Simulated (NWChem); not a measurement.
# C2F3N (cyanotrifluoromethane): CAM-B3LYP/SBKJC-VDZ (core potential)

Aim: the electronic atomisation energy of C2F3N (cyanotrifluoromethane) at CAM-B3LYP/SBKJC-VDZ (core potential), from 4 runs. 

The results are computed with NWChem 7.3.0.

7 further runs of the same task are left out: 6 that didn't finish, 1 set aside as unsound or not needed.

### 1 The system as given

C2F3N: 6 atoms, total charge 0, spin state singlet. As SMILES, `N#CC(F)(F)F`. The shape is that of a PBE0-D4/def2-TZVP optimisation.

Bond lengths: N1–C2 1.146 Å, C2–C3 1.481 Å, C3–F4 1.326 Å, C3–F5 1.326 Å, C3–F6 1.326 Å. Angles: N1–C2–C3 180.0°, C2–C3–F4 110.1°, C2–C3–F5 110.1°, C2–C3–F6 110.1°, F4–C3–F5 108.8°, F4–C3–F6 108.8°, F5–C3–F6 108.8°.

### 2 The energy at CAM-B3LYP/SBKJC-VDZ (core potential) (run 1)

The input, nw.nw:

```
start nw
memory 2200 mb
geometry units angstrom noautosym nocenter noautoz
   N        1.022100      -1.705100       0.893500
   C        0.486200      -0.810600       0.417800
   C       -0.206400       0.345600      -0.197200
   F       -1.316000      -0.055800      -0.802300
   F        0.581500       0.927000      -1.091500
   F       -0.525200       1.234800       0.733600
end
basis "ao basis" spherical bse
   * library SBKJC-VDZ
end
ecp bse
   N library SBKJC-VDZ
   C library SBKJC-VDZ
   F library SBKJC-VDZ
end
dft
   xc xcamb88 1.00 lyp 0.81 vwn_5 0.19 hfexch 1.00
   cam 0.33 cam_alpha 0.19 cam_beta 0.46
   grid fine
   convergence energy 1e-08
   direct
   iterations 100
   mulliken
   noprint "final vectors analysis"
end
task dft energy
```

The run is started by

```sh
$ nwchem nw.nw > nw.out
```

Log:

```text
[...]
          Wavefunction type:  closed shell.
          No. of atoms     :     6
          No. of electrons :    34
[...]
          Charge           :     0
          Spin multiplicity:     1
[...]
          AO basis - number of functions:    48
[...]
              XC Information
              --------------
                     Hartree-Fock (Exact) Exchange  1.000
                   CAM-Becke88 Exchange Functional  1.000
                      VWN V Correlation Functional  0.190 local
              Lee-Yang-Parr Correlation Functional  0.810
[...]
 d= 0,ls=0.0,diis     1    -93.2024885907 -2.18D+02  8.64D-02  1.82D+00     1.3
[...]
 d= 0,ls=0.0,diis    11    -93.4700692779 -4.14D-10  3.74D-07  6.22D-11    10.9
         Total DFT energy =      -93.470069277903
      One electron energy =     -400.392763930036
           Coulomb energy =      202.107317157030
    Exchange-Corr. energy =      -19.756889885701
 Nuclear repulsion energy =      124.572267380804
[...]
      Total Density - Mulliken Population Analysis
     ---------------------------------------------
    Atom       Charge   Shell Charges
 -----------   ------   -------------------------------------------------------
    1 N    5     4.43   1.34  2.72 -0.04  0.40
    2 C    4     4.39   1.13  2.57  0.04  0.64
    3 C    4     4.08   1.05  2.38  0.32  0.33
    4 F    7     7.03   1.50  4.17  0.36  1.01
    5 F    7     7.03   1.50  4.17  0.36  1.01
    6 F    7     7.03   1.50  4.17  0.36  1.01
[...]
```

Run time: 12 s. Hardware: 1 thread of Intel Xeon Platinum 8488C (Sapphire Rapids), shared host; peak memory 0.11 GiB.

### 3 The C atom, same level (run 2)

The input, m1.nw:

```
start m1
title "C energy"
memory stack 880 mb heap 220 mb global 1100 mb
geometry units atomic noautosym nocenter noautoz
  C   0.00000000  0.00000000  0.00000000
end
basis spherical bse
  * library SBKJC-VDZ
end
ecp bse
  C library SBKJC-VDZ
end
dft
  xc xcamb88 1.00 lyp 0.81 vwn_5 0.19 hfexch 1.00
  cam 0.33 cam_alpha 0.19 cam_beta 0.46
  mult 3
  grid fine
  convergence energy 1e-08
  direct
  iterations 100
  mulliken
  noprint "final vectors analysis"
end
task dft
```

Run the same way, it converges to -5.39350 Eh (log not shown).

Run 3 isn't shown in full; the table further down has it.

### 4 The N atom at the same level (run 4)

The input, run.nw:

```
start run
memory 2200 mb
geometry units au noautosym nocenter noautoz
 N    0.00000000   0.00000000   0.00000000
end
basis spherical bse
 * library SBKJC-VDZ
end
ecp bse
 N library SBKJC-VDZ
end
dft
 xc xcamb88 1.00 lyp 0.81 vwn_5 0.19 hfexch 1.00
 cam 0.33 cam_alpha 0.19 cam_beta 0.46
 mult 4
 grid fine
 convergence energy 1e-08
 direct
 iterations 100
 mulliken
 noprint "final vectors analysis"
end
task dft
```

Run the same way, it converges to -9.73347 Eh (log not shown).

### 5 All runs side by side

| run | level | partner | energy (Eh) | wall time |
| --- | --- | --- | --- | --- |
| 1 | CAM-B3LYP/SBKJC-VDZ (core potential) | base | -93.470069 | 12 s |
| 2 | UCAM-B3LYP/SBKJC-VDZ (core potential) | atoms | -5.393497 | 1.3 s |
| 3 | UCAM-B3LYP/SBKJC-VDZ (core potential) | atoms | -24.046156 | 0.75 s |
| 4 | UCAM-B3LYP/SBKJC-VDZ (core potential) | atoms | -9.733469 | 0.84 s |

### 6 Summary of results

Level: CAM-B3LYP/SBKJC-VDZ (core potential).

```
                     quantity        value
         N atom: total energy  -9.73347 Eh
                 N atom: ⟨S²⟩        3.751
electronic atomisation energy    22.072 eV
```

Taking the molecule apart into free atoms costs 22.07 eV (2130 kJ/mol), before zero-point energy and without spin-orbit coupling. The basis has no polarisation functions, which makes bonds too weak. All runs together took 15 s, the longest 12 s.
